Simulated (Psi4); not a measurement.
# GeNH3 (SMILES [NH2][GeH]): M06-L/def2-TZVP

Aim: the energy change on altering one bond length of GeNH3 at M06-L/def2-TZVP, from 2 runs. 

The results are computed with Psi4 1.11.

### 1 The molecule

GeNH3 has 5 atoms, charge 0, and is taken as a singlet. SMILES: `[NH2][GeH]`. The coordinates come from a PBE0-D4/def2-TZVP relaxation. This is one conformer, not always the lowest.

Bond lengths: N1–Ge2 1.816 Å, N1–H3 1.008 Å, N1–H4 1.007 Å, Ge2–H5 1.602 Å. Angles: N1–Ge2–H5 92.6°, Ge2–N1–H3 121.9°, Ge2–N1–H4 125.6°, H3–N1–H4 112.5°.

### 2 Energy and forces at M06-L/def2-TZVP

calc.dat reads:

```
memory 1600 MB

molecule mol {
  0 1
  N     -0.084100    -0.602200     0.097400
  Ge     0.988800     0.853400     0.259800
  H      0.180600    -1.502000     0.465300
  H     -0.985000    -0.620100    -0.352500
  H     -0.050300     1.797200    -0.511300
  symmetry c1
}

set {
  basis                def2-TZVP
  puream               true
  e_convergence        1e-09
  d_convergence        1e-08
  scf_type             pk
  dft_radial_points    99
  dft_spherical_points 590
}

e_tot, wfn = gradient("m06-l", return_wfn=True)
oeprop(wfn, "QUADRUPOLE", "MULLIKEN_CHARGES", "DIPOLE")
```

Command:

```bash
$ psi4 calc.dat calc.out -n 1
```

calc.out:

```text
[...]
  Running in c1 symmetry.
[...]
  Nuclear repulsion =   98.834760907510145
[...]
  Multiplicity = 1
[...]
  Nalpha       = 21
  Nbeta        = 21
[...]
    Number of basis functions: 97
[...]
   @RKS iter   1: -2131.86219718293432   -1.83285e+00   3.21459e-02 ADIIS/DIIS
[...]
   @RKS iter  13: -2133.50853934564338   -1.18234e-11   4.60939e-09 DIIS
[...]
  @RKS Final Energy: -2133.50853934564338
   => Energetics <=
    Nuclear Repulsion Energy =             98.8347609075101445
    One-Electron Energy =               -3168.8379739798979244
    Two-Electron Energy =                1023.5525038784787739
    DFT Exchange-Correlation Energy =     -87.0578301517344215
    Empirical Dispersion Energy =           0.0000000000000000
    VV10 Nonlocal Energy =                  0.0000000000000000
    Total Energy =                      -2133.5085393456433849
[...]
  -Total Gradient:
     Atom            X                  Y                   Z
    ------   -----------------  -----------------  -----------------
       1        0.002126033018     0.003074893356     0.000271955785
       2       -0.004594892365    -0.004079645455    -0.001243871593
       3        0.001706488035    -0.000037330127     0.000858554431
       4       -0.000125429521     0.001650360716    -0.000481144666
       5        0.000935157286    -0.000511568346     0.000593263096
[...]
 Multipole Moments:
 ------------------------------------------------------------------------------------
     Multipole            Electronic (a.u.)      Nuclear  (a.u.)        Total (a.u.)
 ------------------------------------------------------------------------------------
 L = 1.  Multiply by 2.5417464519 to convert [e a0] to [Debye]
 Dipole X            :          4.6152859           -4.9414476           -0.3261617
 Dipole Y            :          3.8600421           -4.3815885           -0.5215464
 Dipole Z            :          1.3249884           -1.3536059           -0.0286175
 Magnitude           :                                                    0.6158011
 L = 2.  Multiply by 1.3450342976 to convert [e a0^2] to [Debye ang]
 Quadrupole XX       :        -56.8431891           38.5398180          -18.3033711
 Quadrupole XY       :        -39.4329463           40.6397609            1.2068146
[...]
  Mulliken Charges: (a.u.)
   Center  Symbol    Alpha    Beta     Spin     Total
       1     N     3.77294  3.77294  0.00000 -0.54589
       2    GE    15.89096 15.89096  0.00000  0.21808
       3     H     0.39610  0.39610  0.00000  0.20779
       4     H     0.39057  0.39057  0.00000  0.21886
       5     H     0.54942  0.54942  0.00000 -0.09884
   Total alpha = 21.00000, Total beta = 21.00000, Total charge = -0.00000
    Psi4 run time: 0:00:25.26
```

It took 26 s on 1 thread of Intel Xeon 6975P-C (Granite Rapids), shared host; peak memory 0.84 GiB.

### 3 The distorted shape at the same level

input.json reads:

```json
{
 "schema_name": "qcschema_input",
 "schema_version": 1,
 "molecule": {
  "schema_name": "qcschema_molecule",
  "schema_version": 2,
  "symbols": ["N", "Ge", "H", "H", "H"],
  "geometry": [-0.46305471, -1.55060343, 0.1380256, 1.86856119, 1.61269227, 0.49095085, 0.0371558, -3.250979, 0.83325584, -2.16550898, -1.58442953, -0.71216219, -0.09505322, 3.39621579, -0.96621697],
  "molecular_charge": 0,
  "molecular_multiplicity": 1,
  "fix_symmetry": "c1"
 },
 "driver": "gradient",
 "model": {
  "method": "m06-l",
  "basis": "def2-TZVP"
 },
 "keywords": {
  "puream": true,
  "e_convergence": 1e-09,
  "d_convergence": 1e-08,
  "scf_type": "pk",
  "dft_radial_points": 99,
  "dft_spherical_points": 590
 }
}
```

Command:

```bash
$ psi4 --qcschema input.json -n 1 --memory 1600MB
```

stdout:

```text
[...]
  Running in c1 symmetry.
[...]
  Nuclear repulsion =   88.921773795876717
[...]
  Multiplicity = 1
[...]
  Nalpha       = 21
  Nbeta        = 21
[...]
    Number of basis functions: 97
[...]
   @RKS iter   1: -2131.86457461500186   -2.07881e+00   3.19446e-02 ADIIS/DIIS
[...]
   @RKS iter  13: -2133.48921017314433   -1.45519e-11   6.36553e-09 DIIS
[...]
    Orbital Energies [Eh]
    ---------------------
    Doubly Occupied:
       1A   -398.064621     2A    -49.662313     3A    -44.084467
       4A    -44.082622     5A    -44.080705     6A    -14.157372
       7A     -6.212963     8A     -4.340722     9A     -4.334341
      10A     -4.328396    11A     -1.127179    12A     -1.126103
      13A     -1.121862    14A     -1.117438    15A     -1.116571
      16A     -0.784508    17A     -0.462972    18A     -0.432755
      19A     -0.312149    20A     -0.222435    21A     -0.220867
[...]
  @RKS Final Energy: -2133.48921017314433
   => Energetics <=
    Nuclear Repulsion Energy =             88.9217737958767174
    One-Electron Energy =               -3148.6501056589845575
    Two-Electron Energy =                1013.2213900045418313
    DFT Exchange-Correlation Energy =     -86.9822683145778370
    Empirical Dispersion Energy =           0.0000000000000000
    VV10 Nonlocal Energy =                  0.0000000000000000
    Total Energy =                      -2133.4892101731443290
[...]
 Multipole Moments:
 ------------------------------------------------------------------------------------
     Multipole            Electronic (a.u.)      Nuclear  (a.u.)        Total (a.u.)
 ------------------------------------------------------------------------------------
 L = 1.  Multiply by 2.5417464519 to convert [e a0] to [Debye]
 Dipole X            :          5.3827466           -5.4288119           -0.0460652
 Dipole Y            :          4.9215486           -5.0427938           -0.1212453
 Dipole Z            :          1.4358333           -1.4273746            0.0084587
 Magnitude           :                                                    0.1299768
[...]
  -Total Gradient:
     Atom            X                  Y                   Z
    ------   -----------------  -----------------  -----------------
       1       -0.035979569960    -0.050283445597    -0.005061660184
       2        0.034577920016     0.050513698504     0.004304331057
       3       -0.000471309794    -0.000940541021    -0.000002365549
       4       -0.000091664908    -0.001091536357     0.000246743617
       5        0.001925296665     0.001816913563     0.000489283983
[...]
```

The result, in JSON:

```text
{
 "driver": "gradient",
 "model": {
  "method": "m06-l",
  "basis": "def2-TZVP"
 },
 "success": true,
 "return_result": [-0.03597956996044252, -0.050283445597354814, -0.005061660184348725, 0.03457792001558854, 0.05051369850351724, 0.004304331057434843, -0.0004713097940330785, -0.0009405410207888321, -2.3655493405910777e-06, -9.16649077021825e-05, -0.0010915363566012474, 0.00024674361735713135, 0.0019252966648951042, 0.00181691356250413, 0.0004892839829594847],
 "properties": {
  "calcinfo_nbasis": 97,
  "calcinfo_nmo": 97,
  "calcinfo_nalpha": 21,
  "calcinfo_nbeta": 21,
  "calcinfo_natom": 5,
  "nuclear_repulsion_energy": 88.92177379587672,
  "return_energy": -2133.4892101731443,
  "return_gradient": [-0.03597956996044252, -0.050283445597354814, -0.005061660184348725, 0.03457792001558854, 0.05051369850351724, 0.004304331057434843, -0.0004713097940330785, -0.0009405410207888321, -2.3655493405910777e-06, -9.16649077021825e-05, -0.0010915363566012474, 0.00024674361735713135, 0.0019252966648951042, 0.00181691356250413, 0.0004892839829594847],
  "scf_one_electron_energy": -3148.6501056589846,
  "scf_two_electron_energy": 1013.2213900045418,
  "scf_xc_energy": -86.98226831457784,
  "scf_dipole_moment": [-0.046065245674262734, -0.12124528243721322, 0.008458669295455579],
  "scf_total_energy": -2133.4892101731443,
  "scf_total_gradient": [-0.03597956996044252, -0.050283445597354814, -0.005061660184348725, 0.03457792001558854, 0.05051369850351724, 0.004304331057434843, -0.0004713097940330785, -0.0009405410207888321, -2.3655493405910777e-06, -9.16649077021825e-05, -0.0010915363566012474, 0.00024674361735713135, 0.0019252966648951042, 0.00181691356250413, 0.0004892839829594847],
  "scf_iterations": 13
 }
}
```

It took 27 s on 1 thread of Intel Xeon 6975P-C (Granite Rapids), shared host; peak memory 0.84 GiB.

### 4 Results

Level: M06-L/def2-TZVP.

| quantity | value |
| --- | --- |
| first shape: total energy | -2133.50854 Eh |
| first shape: dipole moment | 1.57 D |
| first shape: HOMO energy | -5.60 eV |
| first shape: LUMO energy | -2.17 eV |
| first shape: HOMO–LUMO gap | 3.43 eV |
| first shape: largest force on an atom | 0.322 eV/Å |
| distorted shape: total energy | -2133.48921 Eh |
| distorted shape: dipole moment | 0.33 D |
| distorted shape: HOMO energy | -6.01 eV |
| distorted shape: LUMO energy | -2.77 eV |
| distorted shape: HOMO–LUMO gap | 3.24 eV |
| distorted shape: largest force on an atom | 3.190 eV/Å |
| energy change with the N1–Ge2 bond stretched from 1.816 to 2.088 Å | 0.526 eV |

What this shows: With the N1–Ge2 bond stretched from 1.816 to 2.088 Å the energy rises by 0.53 eV (12.1 kcal/mol). The first shape isn't relaxed at this level, so the change isn't measured from a minimum. The largest force (first shape) is 0.32 eV/Å: the shape isn't a stationary point for this species at this level. Mulliken charges (first shape) run from -0.55 on N1 to +0.22 on H4.
